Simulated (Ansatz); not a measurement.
# Ta2SiC: one candidate of a structure search, part 2 of 2

The task: take a trial cell of Ta2SiC to zero force and stress.

Ansatz 0.2.0; DFT PBE, scalar-relativistic, plane waves, PAW. The steps go on from the part before.

### Step 4. Final relaxation

The end of the coarse run is made exact in the group found at a tolerance of 0.06 Å and reduced to its primitive cell.

input.yaml reads:

```yaml
crystal:
  lattice:
    - [2.7204731774, 0.0, 0.0]
    - [0.0, 2.7204731774, 0.0]
    - [0.0, 0.0, 9.4801768444]
  atoms:
    - { symbol: Ta, position: [0.0, 0.0, 0.7842788566] }
    - { symbol: Ta, position: [0.0, 0.0, 0.2157211434] }
    - { symbol: Si, position: [0.0, 0.0, 0.5] }
    - { symbol: C, position: [0.0, 0.0, 0.0] }
basis:
  ecutwfc: 420
kpoints:
  mp_grid: { grid: [16, 16, 6] }
hamiltonian:
  xc: pbe
scf:
  occupations: { method: gaussian, width: 0.1 }
output:
  forces: true
  stress: true
  eigenvalues: true
relax:
  adjacent_minimum: "off"
  f_tol: 0.01
  max_steps: 80
  cell: { stress_tol: 0.05 }
```

On the command line:

```bash
$ ansatz run input.yaml --threads 1 --pin off --max-ram 2048MiB --backend cpu --events-out ev --progress --plain --runs-dir out
```

Output:

```text
Warning: RAYON_NUM_THREADS=1 ignored (pool sized by the plan → 1); use --threads N
Engine: ansatz 0.2.0, x86_64-unknown-linux-gnu
Pseudopotentials: kind: paw
Pseudopotential: Ta, paw, valence charge 13, recommended cutoff 420 eV (normal), Ta.paw.azcp
Pseudopotential: Si, paw, valence charge 4, recommended cutoff 420 eV (normal), Si.paw.azcp
Pseudopotential: C, paw, valence charge 4, recommended cutoff 420 eV (normal), C.paw.azcp
Functional definition: PBE
  parameter kappa = 0.804
  parameter beta = 0.06672455060314922
  exchange = pbe_x(kappa = kappa, mu = beta*pi^2/3)
  correlation = pbe_c(beta = beta)
Crystal: 4 atoms, lattice volume = 70.163 Å³
Basis set: ecut = 420 eV, 1387 PW (Γ), exchange–correlation on 40×40×128 points (8 copies of the dense FFT grid, shifted against one another)
Bands: 21, of which v1, the nominal top of the filled ones, is band 17 counted from 1 (16 counted from 0)
Symmetry: 16 space group operations
Space group: P4/mmm (ITA 123), of the structure as read, at distance tolerance 4.1e-5 Å
k-points: 180 of 1536
Non-local potential: Ta, projectors of the file, l = 0: 3, l = 1: 2, l = 2: 2, l = 3: 1
Non-local potential: Si, projectors of the file, l = 0: 2, l = 1: 2, l = 2: 2
Non-local potential: C, projectors of the file, l = 0: 2, l = 1: 2, l = 2: 1
PAW form: soft (Blöchl's): semilocal exchange-correlation on the pseudo side does not see the compensation charge
PAW one-centre angular grid: Ta, 590 points (default); XC on 64 Gauss nodes
PAW one-centre angular grid: Si, 110 points (default); XC on 64 Gauss nodes
PAW one-centre angular grid: C, 110 points (default); XC on 64 Gauss nodes
Initial density: superposition of atomic densities (neutral atoms: chi_scale 0, normalization atom), corrected by the library's trained network
Initial wavefunctions: pseudopotential atomic-orbital guess
Functional: x = pbe(κ = 0.804, μ = 0.2195149727645171), c = pbe(β = 0.06672455060314922)
SCF iter   1: F=—  HF=-20746.084237 eV  |F-HF|=—  |Δ(HF+E_count)|=         —  Δρ=7.19e-3  dr2=9.84e-2  ethr=1.77e-3  ⟨swp⟩=5.2  Hψ=18155  notcnv=0
preconditioner: auto → Kerker (q_TF=auto, 2.418 Å⁻¹)  [metal: Δε(μ)=0.021 eV  Ē_g=5.160 eV  σ=0.100 eV  W_gap=0.12  n_scr=18 (ndim 8)  ℏωp=18.8 eV  f_vac=0.000  D(μ)=3.07/eV (n_scr^D=28)]
SCF iter   2: F=—  HF=-20746.076046 eV  |F-HF|=—  |Δ(HF+E_count)|=   8.19e-3  Δρ=3.23e-3  dr2=9.52e-3  ethr=2.89e-4  ⟨swp⟩=1.1  Hψ=5246  notcnv=0
SCF iter   3: F=—  HF=-20746.075479 eV  |F-HF|=—  |Δ(HF+E_count)|=   5.67e-4  Δρ=1.42e-3  dr2=2.50e-3  ethr=2.80e-5  ⟨swp⟩=1.7  Hψ=3973  notcnv=0
SCF iter   4: F=—  HF=-20746.075251 eV  |F-HF|=—  |Δ(HF+E_count)|=   2.29e-4  Δρ=4.04e-4  dr2=1.17e-4  ethr=7.37e-6  ⟨swp⟩=1.9  Hψ=4430  notcnv=0
SCF iter   5: F=—  HF=-20746.075236 eV  |F-HF|=—  |Δ(HF+E_count)|=   1.46e-5  Δρ=1.43e-4  dr2=2.86e-5  ethr=3.45e-7  ⟨swp⟩=2.0  Hψ=5278  notcnv=0
SCF iter   6: F=—  HF=-20746.075225 eV  |F-HF|=—  |Δ(HF+E_count)|=   1.12e-5  Δρ=2.36e-5  dr2=3.44e-7  ethr=8.42e-8  ⟨swp⟩=2.0  Hψ=4997  notcnv=0
SCF iter   7: F=-20746.075225 eV  HF=-20746.075225 eV  |F-HF|=1.43e-9  |Δ(HF+E_count)|=   3.06e-7  Δρ=5.04e-6  dr2=4.06e-8  ethr=2.94e-10  ⟨swp⟩=5.5  Hψ=15364  notcnv=0
SCF 1 converged in 7 iterations: F = -20746.075225 eV  dr2 = 4.06e-8
relax step   1: F+E_penalty+E_count = -20746.07522533 eV  Δ(F+E_penalty+E_count) = +0.000e0 eV  max|allowed force component| = 3.025e-1 eV/Å  Δτ_max = 0.0000 Å  P = +0.180 GPa  Ω = 70.163 Å³  (7 SCF iters, dr2 threshold 1.00e-7 eV, accepted)
Crystal: 4 atoms, lattice volume = 69.817 Å³
Basis set: ecut = 420 eV, 1379 PW (Γ), exchange–correlation on 40×40×128 points (8 copies of the dense FFT grid, shifted against one another)
Initial density: handed on by an earlier stage of this run
Initial wavefunctions: those handed on with the density
iter 1 solved again at ethr=3.49e-4 eV; its pass at ethr=3.10e-3 eV (dr2=1.19e-1 eV) is discarded
SCF iter   1: F=—  HF=-20746.093681 eV  |F-HF|=—  |Δ(HF+E_count)|=         —  Δρ=5.64e-3  dr2=1.21e-1  ethr=3.49e-4  ⟨swp⟩=1.0  Hψ=22722  notcnv=0
preconditioner: auto → Kerker (q_TF=auto, 2.420 Å⁻¹)  [metal: Δε(μ)=0.022 eV  Ē_g=5.182 eV  σ=0.100 eV  W_gap=0.12  n_scr=18 (ndim 8)  ℏωp=18.9 eV  f_vac=0.000  D(μ)=2.45/eV (n_scr^D=18)]
SCF iter   2: F=—  HF=-20746.085324 eV  |F-HF|=—  |Δ(HF+E_count)|=   8.36e-3  Δρ=2.42e-3  dr2=2.13e-2  ethr=3.49e-4  ⟨swp⟩=1.2  Hψ=3840  notcnv=0
SCF iter   3: F=—  HF=-20746.083141 eV  |F-HF|=—  |Δ(HF+E_count)|=   2.18e-3  Δρ=9.79e-4  dr2=4.03e-3  ethr=6.28e-5  ⟨swp⟩=1.3  Hψ=3857  notcnv=0
SCF iter   4: F=—  HF=-20746.082743 eV  |F-HF|=—  |Δ(HF+E_count)|=   3.98e-4  Δρ=3.46e-4  dr2=1.69e-4  ethr=1.19e-5  ⟨swp⟩=2.0  Hψ=4499  notcnv=0
SCF iter   5: F=—  HF=-20746.082690 eV  |F-HF|=—  |Δ(HF+E_count)|=   5.32e-5  Δρ=1.34e-4  dr2=4.07e-5  ethr=4.97e-7  ⟨swp⟩=2.0  Hψ=5408  notcnv=0
SCF iter   6: F=—  HF=-20746.082687 eV  |F-HF|=—  |Δ(HF+E_count)|=   2.90e-6  Δρ=2.74e-5  dr2=9.79e-7  ethr=1.20e-7  ⟨swp⟩=1.9  Hψ=4441  notcnv=0
SCF iter   7: F=-20746.082687 eV  HF=-20746.082687 eV  |F-HF|=1.46e-8  |Δ(HF+E_count)|=   1.26e-7  Δρ=7.96e-6  dr2=5.91e-8  ethr=1.18e-9  ⟨swp⟩=5.7  Hψ=16213  notcnv=0
SCF 2 converged in 7 iterations: F = -20746.082687 eV  dr2 = 5.91e-8
relax step   2: F+E_penalty+E_count = -20746.08268696 eV  Δ(F+E_penalty+E_count) = -7.462e-3 eV  max|allowed force component| = 1.639e-2 eV/Å  Δτ_max = 0.0276 Å  P = +0.525 GPa  Ω = 69.817 Å³  energy of the carried Pulay correction = +2.281e-4 eV  (7 SCF iters, dr2 threshold 4.00e-7 eV, accepted)
Crystal: 4 atoms, lattice volume = 70.241 Å³
Basis set: ecut = 420 eV, 1395 PW (Γ), exchange–correlation on 40×40×128 points (8 copies of the dense FFT grid, shifted against one another)
iter 1 solved again at ethr=2.92e-6 eV; its pass at ethr=3.10e-3 eV (dr2=9.92e-4 eV) is discarded
SCF iter   1: F=—  HF=-20746.083047 eV  |F-HF|=—  |Δ(HF+E_count)|=         —  Δρ=6.17e-4  dr2=1.02e-3  ethr=2.92e-6  ⟨swp⟩=2.0  Hψ=22307  notcnv=0
preconditioner: auto → Kerker (q_TF=auto, 2.418 Å⁻¹)  [metal: Δε(μ)=0.003 eV  Ē_g=5.166 eV  σ=0.100 eV  W_gap=0.02  n_scr=18 (ndim 8)  ℏωp=18.8 eV  f_vac=0.000  D(μ)=2.78/eV (n_scr^D=28)]
SCF iter   2: F=—  HF=-20746.082940 eV  |F-HF|=—  |Δ(HF+E_count)|=   1.07e-4  Δρ=3.51e-4  dr2=2.91e-4  ethr=2.92e-6  ⟨swp⟩=1.1  Hψ=3802  notcnv=0
SCF iter   3: F=—  HF=-20746.082871 eV  |F-HF|=—  |Δ(HF+E_count)|=   6.86e-5  Δρ=1.53e-4  dr2=8.48e-5  ethr=8.56e-7  ⟨swp⟩=2.2  Hψ=4999  notcnv=0
SCF iter   4: F=—  HF=-20746.082863 eV  |F-HF|=—  |Δ(HF+E_count)|=   8.30e-6  Δρ=5.05e-5  dr2=5.98e-6  ethr=2.49e-7  ⟨swp⟩=1.7  Hψ=4313  notcnv=0
SCF iter   5: F=-20746.082862 eV  HF=-20746.082863 eV  |F-HF|=1.94e-7  |Δ(HF+E_count)|=   1.12e-7  Δρ=1.62e-5  dr2=3.50e-7  ethr=1.18e-9  ⟨swp⟩=3.5  Hψ=16361  notcnv=0
SCF 3 converged in 5 iterations: F = -20746.082862 eV  dr2 = 3.50e-7
relax step   3: F+E_penalty+E_count = -20746.08286239 eV  Δ(F+E_penalty+E_count) = -1.754e-4 eV  max|allowed force component| = 1.563e-2 eV/Å  Δτ_max = 0.0025 Å  P = -0.358 GPa  Ω = 70.241 Å³  energy of the carried Pulay correction = -5.179e-5 eV  (5 SCF iters, dr2 threshold 4.00e-7 eV, accepted)
Crystal: 4 atoms, lattice volume = 70.043 Å³
iter 1 solved again at ethr=4.13e-7 eV; its pass at ethr=3.10e-3 eV (dr2=1.40e-4 eV) is discarded
SCF iter   1: F=—  HF=-20746.083245 eV  |F-HF|=—  |Δ(HF+E_count)|=         —  Δρ=2.48e-4  dr2=1.38e-4  ethr=4.13e-7  ⟨swp⟩=2.1  Hψ=22288  notcnv=0
preconditioner: auto → Kerker (q_TF=auto, 2.419 Å⁻¹)  [metal: Δε(μ)=0.011 eV  Ē_g=5.174 eV  σ=0.100 eV  W_gap=0.06  n_scr=18 (ndim 8)  ℏωp=18.8 eV  f_vac=0.000  D(μ)=2.77/eV (n_scr^D=28)]
SCF iter   2: F=—  HF=-20746.083208 eV  |F-HF|=—  |Δ(HF+E_count)|=   3.73e-5  Δρ=1.26e-4  dr2=2.10e-5  ethr=4.05e-7  ⟨swp⟩=1.6  Hψ=4050  notcnv=0
SCF iter   3: F=—  HF=-20746.083203 eV  |F-HF|=—  |Δ(HF+E_count)|=   5.29e-6  Δρ=5.15e-5  dr2=9.28e-6  ethr=6.17e-8  ⟨swp⟩=2.0  Hψ=4921  notcnv=0
SCF iter   4: F=—  HF=-20746.083202 eV  |F-HF|=—  |Δ(HF+E_count)|=   1.22e-6  Δρ=2.14e-5  dr2=1.38e-6  ethr=2.73e-8  ⟨swp⟩=1.6  Hψ=4010  notcnv=0
SCF iter   5: F=-20746.083202 eV  HF=-20746.083202 eV  |F-HF|=3.09e-8  |Δ(HF+E_count)|=   8.08e-8  Δρ=6.06e-6  dr2=7.28e-8  ethr=1.18e-9  ⟨swp⟩=4.8  Hψ=14055  notcnv=0
SCF 4 converged in 5 iterations: F = -20746.083202 eV  dr2 = 7.28e-8
relax step   4: F+E_penalty+E_count = -20746.08320151 eV  Δ(F+E_penalty+E_count) = -3.391e-4 eV  max|allowed force component| = 1.688e-3 eV/Å  Δτ_max = 0.0001 Å  P = +0.009 GPa  Ω = 70.043 Å³  energy of the carried Pulay correction = +7.850e-5 eV  (5 SCF iters, dr2 threshold 4.00e-7 eV, accepted)
Initial wavefunctions: pseudopotential atomic-orbital guess (no wavefunctions were taken with the density)
iter 1 solved again at ethr=5.49e-8 eV; its pass at ethr=3.10e-3 eV (dr2=1.87e-5 eV) is discarded
SCF iter   1: F=—  HF=-20746.083103 eV  |F-HF|=—  |Δ(HF+E_count)|=         —  Δρ=4.39e-5  dr2=1.13e-7  ethr=5.49e-8  ⟨swp⟩=3.2  Hψ=28095  notcnv=0
preconditioner: auto → Kerker (q_TF=auto, 2.419 Å⁻¹)  [metal: Δε(μ)=0.008 eV  Ē_g=5.175 eV  σ=0.100 eV  W_gap=0.05  n_scr=18 (ndim 8)  ℏωp=18.8 eV  f_vac=0.000  D(μ)=2.75/eV (n_scr^D=28)]
SCF iter   2: F=—  HF=-20746.083090 eV  |F-HF|=—  |Δ(HF+E_count)|=   1.25e-5  Δρ=2.27e-5  dr2=4.39e-8  ethr=3.33e-10  ⟨swp⟩=2.1  Hψ=6469  notcnv=0
SCF iter   3: F=—  HF=-20746.083092 eV  |F-HF|=—  |Δ(HF+E_count)|=   1.72e-6  Δρ=2.00e-6  dr2=4.91e-9  ethr=1.29e-10  ⟨swp⟩=2.1  Hψ=4773  notcnv=0
SCF iter   4: F=—  HF=-20746.083092 eV  |F-HF|=—  |Δ(HF+E_count)|=   1.31e-9  Δρ=1.52e-6  dr2=1.34e-9  ethr=1.44e-11  ⟨swp⟩=2.0  Hψ=4305  notcnv=0
SCF iter   5: F=—  HF=-20746.083092 eV  |F-HF|=—  |Δ(HF+E_count)|=   5.28e-9  Δρ=3.50e-7  dr2=2.35e-10  ethr=3.94e-12  ⟨swp⟩=2.0  Hψ=5305  notcnv=0
SCF iter   6: F=-20746.083092 eV  HF=-20746.083092 eV  |F-HF|=3.27e-11  |Δ(HF+E_count)|=  4.00e-11  Δρ=1.33e-7  dr2=4.79e-12  ethr=1.00e-12  ⟨swp⟩=3.3  Hψ=13469  notcnv=0
SCF 5 converged in 6 iterations: F = -20746.083092 eV  dr2 = 4.79e-12
relax step   5: F+E_penalty+E_count = -20746.08309175 eV  Δ(F+E_penalty+E_count) = +1.098e-4 eV  max|allowed force component| = 1.431e-3 eV/Å  Δτ_max = 0.0000 Å  P = +0.006 GPa  Ω = 70.043 Å³  stress off target by 1.17e-2 GPa  SCF on the basis re-selected at this cell (its energy is not comparable with the rows above)  (6 SCF iters)
basis re-selected at this cell: Δ(F+E_penalty+E_count) = +1.098e-4 eV, ΔP = -0.003 GPa vs the last step (what re-selecting the basis moved, of the pressure what is left beyond the Pulay correction that the steps carried, after the strain that the cell walked since its last selection, with what the two solves' SCF thresholds leave and, on support functions, any second-order correction that the steps lacked; it is no measure of the basis error at this ecutwfc). This SCF's stress stands 1.17e-2 GPa from its target on what of the cell is left free (relax.cell.stress_tol is 5.00e-2 GPa) and its largest allowed force component is 1.43e-3 eV/Å (relax.f_tol is 1.00e-2 eV/Å): within both
SCF converged after 6 iterations
Free energy (F): -20746.083092 eV
Harris-Foulkes:  -20746.083092 eV  (|F-HF|=3.27e-11)
Internal energy: -20746.069319 eV  (E = F + TS)
E sigma→0 (E₀):  -20746.076205 eV
Entropy (-TS):   -0.013773 eV (-3.443 meV/atom)
Fermi energy:    12.110199 eV
--- Per-component energies (eV) ---
  E_band       = -334.521456
  E_kinetic    = 848.964980
  E_local      = -2132.666865  (includes V_loc(G=0)·N_el)
  E_nonlocal   = 86.014848
  E_hartree    = 802.441180
  E_xc         = -535.712056
  E_vxc        = -508.395913  (∫ρ·V_xc dr)
  E_paw        = -17403.934521  (= ΣΔE_a)
  E_vpaw       = -233.321248  (= ΣTr[D̂ρ^β])
  E_aug_tail   = 0.000344  (compensation charges beyond the density's cutoff)
  E_ewald      = -2411.177227
  E_smearing   = -0.013773  (= −TS)
  E_closure    = 0.000000  (closes the sum)
  Σ components = -20746.083092   (vs F -20746.083092, Δ=0.00e0)
--- Forces (eV/Å), atoms counted from 1 ---
  atom   1  Ta     0.00000000     0.00000000    -0.00143067
  atom   2  Ta     0.00000000     0.00000000     0.00143067
  atom   3  Si    -0.00000000     0.00000000     0.00000000
  atom   4  C      0.00000000    -0.00000000     0.00000000
  max |Σ_I F_I| component: 4.93e-32 eV/Å
--- Stress (GPa, compression-positive) ---
        0.011733       0.000000       0.000000
        0.000000       0.011733       0.000000
        0.000000       0.000000      -0.004661
  P = ⅓ Tr σ = 0.0063 GPa (0.063 kbar)
--- Band table (eV; the first three rows and the last of 180) ---
  k-point 0: bands = ["-55.4589", "-55.4589", "-22.1361", "-22.1221", "-21.4090", "-21.4090", "-21.4081", "-21.4081", "0.7221", "1.9094", "5.5199", "7.3351", "8.4442", "9.6458", "9.6828", "9.7433", "13.3412", "13.3412", "14.4511", "15.8960", "15.8960"]
  k-point 1: bands = ["-55.4589", "-55.4589", "-22.1358", "-22.1223", "-21.4090", "-21.4090", "-21.4081", "-21.4081", "0.7659", "1.8178", "5.6873", "7.2717", "8.4697", "9.5403", "9.6473", "9.6812", "13.3454", "13.3454", "14.6973", "15.8428", "15.8428"]
  k-point 2: bands = ["-55.4589", "-55.4589", "-22.1352", "-22.1230", "-21.4091", "-21.4091", "-21.4081", "-21.4081", "0.8783", "1.6172", "6.1031", "7.0603", "8.5605", "9.1194", "9.6509", "9.6776", "13.3542", "13.3542", "15.1938", "15.7493", "15.7493"]
  k-point 179: bands = ["-55.2781", "-55.2781", "-22.4646", "-22.4646", "-22.4631", "-22.4631", "-21.8509", "-21.8452", "4.3951", "8.4156", "8.5356", "8.5829", "9.0077", "9.0077", "9.8242", "9.8242", "11.1706", "13.0239", "13.0239", "13.0725", "13.5924"]
--- Relaxed structure (4 steps of the walk, 4 accepted, 1 SCFs on fresh bases) ---
  F+E_penalty+E_count = -20746.08309175 eV   max|allowed force component| = 1.431e-3 eV/Å   (the final SCF, on the basis selected at the relaxed cell)
  cell:  # Å, volume = 70.0434 Å³
    - [2.7255111601231055, -9.52747355954836e-35, 0.0]
    - [-9.52747355954836e-35, 2.7255111601231055, 0.0]
    - [0.0, 0.0, 9.429122079767462]
  atoms:
    - { symbol: Ta, position: [-2.76538798756055e-37, -8.296163962681648e-37, 0.7816371409449269] }
    - { symbol: Ta, position: [-2.76538798756055e-37, -8.296163962681648e-37, 0.21836285905507316] }
    - { symbol: Si, position: [8.296163962681648e-37, 2.76538798756055e-37, 0.5] }
    - { symbol: C, position: [-2.76538798756055e-37, 1.382693993780275e-36, -1.1436518435053768e-20] }
```

Run time: 79 s. Hardware: 1 thread of Intel Xeon Platinum 8488C (Sapphire Rapids), shared host; peak memory 0.56 GiB.

The steps of the relaxation:

| step | E - E(step 1) (eV/cell) | largest force component (eV/Å) | pressure (GPa) | volume (Å³) |
| --- | --- | --- | --- | --- |
| 1 | 0.0000 | 0.3025 | 0.18 | 70.16 |
| 2 | -0.0075 | 0.0164 | 0.53 | 69.82 |
| 3 | -0.0076 | 0.0156 | -0.36 | 70.24 |
| 4 | -0.0080 | 0.0017 | 0.01 | 70.04 |
| 5 | -0.0079 | 0.0014 | 0.01 | 70.04 |

Step 1 is the start. Step 5 repeats the geometry before it on a plane-wave basis chosen anew for that cell, so its energy need not be comparable with the rows above.

|  | before | after | change |
| --- | --- | --- | --- |
| a (Å) | 2.720 | 2.726 | +0.2 % |
| b (Å) | 2.720 | 2.726 | +0.2 % |
| c (Å) | 9.480 | 9.429 | -0.5 % |
| volume (Å³/atom) | 17.54 | 17.51 | -0.2 % |
| shortest distance (Å) | 2.045 | 2.059 | +0.7 % |
| space group (0.01 Å) | P4/mmm | P4/mmm | same |

The run keeps the 16 symmetry operations of the start, so it could not have lowered the symmetry.

### Step 5. Summary of results

This closing draws on all 2 parts. Changes of volume or cell count from the first structure of part 1.

| quantity | value |
| --- | --- |
| symmetry at the end (tolerance 0.05 Å) | space group P4/mmm (No. 123) |
| conventional cell | a = 2.726 Å, b = 2.726 Å, c = 9.429 Å, α = 90.00°, β = 90.00°, γ = 90.00° |
| volume | 17.51 Å³/atom |
| energy over the elements | +1.29 eV/atom |
| gap on the mesh | none (metal) |

In words: The space group P4/mmm (No. 123) is kept, and the volume per atom grows by 30.6 % from the first guess. The formation energy is positive, so the separate elements lie lower. No finished test with a distortion of lower symmetry is shown, so the end may be a saddle point. The runs treat Ta without spin-orbit coupling.
